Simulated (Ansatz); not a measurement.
I need a single point in a Gaussian basis of BH₃OSSi, SMILES B1O[SiH2]S1. Use Ansatz's Python interface. Level of theory: PBE, pcseg-2 basis, multiplicity 1, D3BJ dispersion.

Contents of `bh3ossi.xyz`:
```text
7

B    -1.16970   -0.03830   -0.82910
O     0.25600    0.13260   -1.08380
Si    0.84860   -0.10310    0.45770
S    -0.87280   -0.94830    0.82090
H    -2.06970    0.78570   -1.07910
H     1.06270    1.18400    1.18470
H     2.00600   -1.08060    0.48310
```

`energy_bh3ossi.py`:
```python
"""Single point of BH3OSSi."""

import ansatz as az

geometry = az.Crystal.molecule_from_extxyz("bh3ossi.xyz")

calc = (
    geometry.calculation()
    .basis(gaussian="pcseg-2")
    .functional("pbe", dispersion="d3bj")
)
outcome = calc.run()
rep = outcome.report

for key in ("converged", "free_energy_ev", "reference_energy_ev", "n_frozen", "n_occupied", "n_virtual"):
    print(f"{key:22s} {rep[key]}")

state = rep["mean_field"]["state"]
print(f"mean field: {state['energy']['hartree']:.7f} Ha, <S^2> = {abs(state['spin_squared']):.4f}, stability: {state.get('stability', {}).get('kind')}")
```

Running `python energy_bh3ossi.py` prints:
```text
converged              True
free_energy_ev         -21477.137286747995
reference_energy_ev    -21476.97087113382
n_frozen               0
n_occupied             [23, 23]
n_virtual              [147, 147]
mean field: -789.2641219 Ha, <S^2> = 0.0000, stability: minimum
```

Reading the output:
- The settings weren't tested for convergence.
- The geometry is a force-field or estimated start, not a minimum of this method, and the basis set is short of its limit.
- Total less reference energy is the dispersion correction.
- Hardware and time: 2.2 s on 1 thread of Intel(R) Xeon(R) 6975P-C (Granite Rapids), on a shared host, peak memory 0.25 GiB.

(A comment or docstring line of the script was reworded after the run, the code is as it ran; lines on the test bed's own set-up are left out of the output.)
